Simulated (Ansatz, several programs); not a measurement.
NaFeN (P6_3mc) from a database structure, relaxed with PBE in Ansatz (plane waves, PAW): space group P6_3mc (No. 186), hexagonal; conventional cell a = 2.999 Å, c = 9.888 Å, 12.84 Å³ an atom. Around Na lie 4 N at 2.61–2.99 Å; around Fe lie 3 N at 1.79 Å; around N lie 3 Fe at 1.79 Å and 4 Na at 2.61–2.99 Å. The cell was then scaled with its shape and fractional coordinates held, which makes it stiffer than a relaxed compression. The values are computed, spin-unpolarised, and not measurements.

| V (Å³/atom) | E (meV/atom) |
| --- | --- |
| 12.068 | 20.72 |
| 12.838 | 0.00 |
| 13.224 | 4.36 |
| 13.609 | 16.68 |

Q: Pass a cubic E = c₀ + c₁u + c₂u² + c₃u³, with u = V − 12.935 Å³, through these points.

A: c₀ = 0.27, c₁ = +5.732, c₂ = 30.335, c₃ = -4.0198 (meV and Å³).

Q: Where is the minimum, and what bulk modulus follows?

A: dE/du = 0 at u = -0.093, so V₀ = 12.84 Å³. B = V₀ d²E/dV² = 12.84 × (2c₂ + 6c₃u) = 12.84 × 62.908 = 808 meV/Å³, and 1 meV/Å³ is 0.16022 GPa: 129 GPa. A third-order Birch-Murnaghan fit to all five points gives 12.84 Å³ and 129 GPa.

Q: Predict the energy and the pressure at the withheld volume, 12.453 Å³.

A: With u = -0.482: E ≈ 5.00 meV and P = −dE/dV ≈ +4.22 GPa. The run gives 4.92 meV and, from its stress, +4.19 GPa.
